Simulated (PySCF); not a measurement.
# C2H6F2Si2: the cost of one run

Programs: PySCF 2.14.0, with density-fitted response routines of our own. Each step states its level of theory. These are calculated values for one molecule in the gas phase, unless marked as measured. Atoms are numbered from 0 throughout.

## 1. Starting geometry

12 atoms, charge 0, multiplicity 1; geometry from: GFN2-xTB. The atoms were then displaced at random by about 0.01 Å, so the start is not that level's minimum.

Bonds of the start (Å): F0–C1 1.40, C1–F2 1.37, C1–Si3 1.94, Si3–C4 1.96, C4–Si5 1.91, Si5–C1 1.95, Si3–H6 1.46, Si3–H7 1.45, C4–H8 1.06, C4–H9 1.10, Si5–H10 1.47, Si5–H11 1.46.

## 2. Relaxing the molecule at PBE0-D3(BJ)/def2-SVP

What the job is given:

```
{"job": {"xc": "PBE0", "basis": "def2-SVP", "d3": "d3bj", "grid": 1, "shake": 0.01, "kind": "geom"}, "charge": 0, "multiplicity": 1}
F      1.693660    -0.465830     1.644530
C      1.180710    -0.301540     0.355490
F      2.257810    -0.551580    -0.455810
Si     0.314470     1.402340     0.002150
C     -1.260930     0.308710    -0.393940
Si    -0.401450    -1.365710    -0.047200
H      0.194080     2.224940     1.203900
H      0.877900     2.108190    -1.138050
H     -1.628620     0.429700    -1.381570
H     -2.113750     0.508400     0.272670
H     -0.883700    -2.103860     1.133440
H     -0.190510    -2.222030    -1.204630
```

The run is started by

```console
$ OMP_NUM_THREADS=1 python probes_run.py task.json out
```

One launch serves the whole session: the jobs run in the order shown.

**Question.** How long does this first job take on 1 thread of Arm Neoverse V1, shared host, and how much memory does it need?

About 43 s, with a peak of 0.51 GiB.
